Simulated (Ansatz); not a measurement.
# Al: the cost of one run

Computed with Ansatz 0.2.0 (DFT LDA, scalar-relativistic, plane waves, PAW, unless a step's input says otherwise).

### 1 The starting structure

Symmetry: Pmm2, No. 25, orthorhombic system. The conventional cell has a = 5.725 Å, b = 8.096 Å, c = 27.156 Å, α = 90.00°, β = 90.00°, γ = 90.00°. Al (site symmetry 1) is surrounded by 7 Al at 2.86 Å. Al (site symmetry mm2) has 11 Al at 2.86 Å as nearest neighbours. Around Al (site symmetry 1) lie 12 Al at 2.86 Å. Al (site symmetry mm2) has 12 Al at 2.86 Å as nearest neighbours. Only part of the 14 independent sites is listed.

Structure file:

```cif
data_structure
_symmetry_space_group_name_H-M 'P 1'
_symmetry_Int_Tables_number 1
_cell_length_a 5.7247
_cell_length_b 8.0959
_cell_length_c 27.1558
_cell_angle_alpha 90.000
_cell_angle_beta 90.000
_cell_angle_gamma 90.000
_cell_volume 1258.58
loop_
_atom_site_label
_atom_site_type_symbol
_atom_site_fract_x
_atom_site_fract_y
_atom_site_fract_z
_atom_site_occupancy
Al1 Al 0.25000 0.25000 0.36824 1
Al2 Al 0.25000 0.75000 0.36824 1
Al3 Al 0.75000 0.25000 0.36824 1
Al4 Al 0.75000 0.75000 0.36824 1
Al5 Al 0.00000 0.00000 0.42095 1
Al6 Al 0.00000 0.50000 0.42095 1
Al7 Al 0.50000 0.00000 0.42095 1
Al8 Al 0.50000 0.50000 0.42095 1
Al9 Al 0.25000 0.25000 0.47365 1
Al10 Al 0.25000 0.75000 0.47365 1
Al11 Al 0.75000 0.25000 0.47365 1
Al12 Al 0.75000 0.75000 0.47365 1
Al13 Al 0.00000 0.00000 0.52635 1
Al14 Al 0.00000 0.50000 0.52635 1
Al15 Al 0.50000 0.00000 0.52635 1
Al16 Al 0.50000 0.50000 0.52635 1
Al17 Al 0.25000 0.25000 0.57905 1
Al18 Al 0.25000 0.75000 0.57905 1
Al19 Al 0.75000 0.25000 0.57905 1
Al20 Al 0.75000 0.75000 0.57905 1
Al21 Al 0.00000 0.50000 0.63176 1
Al22 Al 0.50000 0.00000 0.63176 1
Al23 Al 0.50000 0.50000 0.63176 1
```

Slab cut from the bulk at the bulk's listed lattice constants, lower half held.

### 2 Relaxing the atoms

Input file input.yaml:

```yaml
crystal:
  lattice:
    - [5.72467994, 0.0, 0.0]
    - [0.0, 8.09592, 0.0]
    - [0.0, 0.0, 27.1558496683]
  atoms:
    - { symbol: Al, position: [0.25, 0.25, 0.3682447842] }
    - { symbol: Al, position: [0.25, 0.75, 0.3682447842] }
    - { symbol: Al, position: [0.75, 0.25, 0.3682447842] }
    - { symbol: Al, position: [0.75, 0.75, 0.3682447842] }
    - { symbol: Al, position: [0.0, 0.0, 0.4209468686] }
    - { symbol: Al, position: [0.0, 0.5, 0.4209468686] }
    - { symbol: Al, position: [0.5, 0.0, 0.4209468686] }
    - { symbol: Al, position: [0.5, 0.5, 0.4209468686] }
    - { symbol: Al, position: [0.25, 0.25, 0.4736489531] }
    - { symbol: Al, position: [0.25, 0.75, 0.4736489531] }
    - { symbol: Al, position: [0.75, 0.25, 0.4736489531] }
    - { symbol: Al, position: [0.75, 0.75, 0.4736489531] }
    - { symbol: Al, position: [0.0, 0.0, 0.5263510469] }
    - { symbol: Al, position: [0.0, 0.5, 0.5263510469] }
    - { symbol: Al, position: [0.5, 0.0, 0.5263510469] }
    - { symbol: Al, position: [0.5, 0.5, 0.5263510469] }
    - { symbol: Al, position: [0.25, 0.25, 0.5790531314] }
    - { symbol: Al, position: [0.25, 0.75, 0.5790531314] }
    - { symbol: Al, position: [0.75, 0.25, 0.5790531314] }
    - { symbol: Al, position: [0.75, 0.75, 0.5790531314] }
    - { symbol: Al, position: [0.0, 0.5, 0.6317552158] }
    - { symbol: Al, position: [0.5, 0.0, 0.6317552158] }
    - { symbol: Al, position: [0.5, 0.5, 0.6317552158] }
basis:
  ecutwfc: 420.0
  fft_grid_basis: typed
kpoints:
  mp_grid: { grid: [5, 3, 1] }
hamiltonian:
  xc: lda
  pseudopotentials: { kind: paw }
scf:
  occupations: { method: gaussian, width: 0.1 }
output:
  forces: true
  eigenvalues: true
efield:
  axis: 3
  dipole_correction: true
  ramp_width: 0.04
relax:
  adjacent_minimum: "off"
  f_tol: 0.04
  max_steps: 40
  constraints: [{ sites: [0, 1, 2, 3, 4, 5, 6, 7, 8, 9, 10, 11] }]
```

Run with:

```console
> ansatz run input.yaml --threads 4 --pin off --max-ram 8847MiB --backend cpu --events-out ev --progress --plain --runs-dir out
```

**Question.** How long does this run take on 4 threads of AMD EPYC 7R43 (Zen 3), shared host, and how much memory does it need?

About 49 s, with a peak of 1.8 GiB.
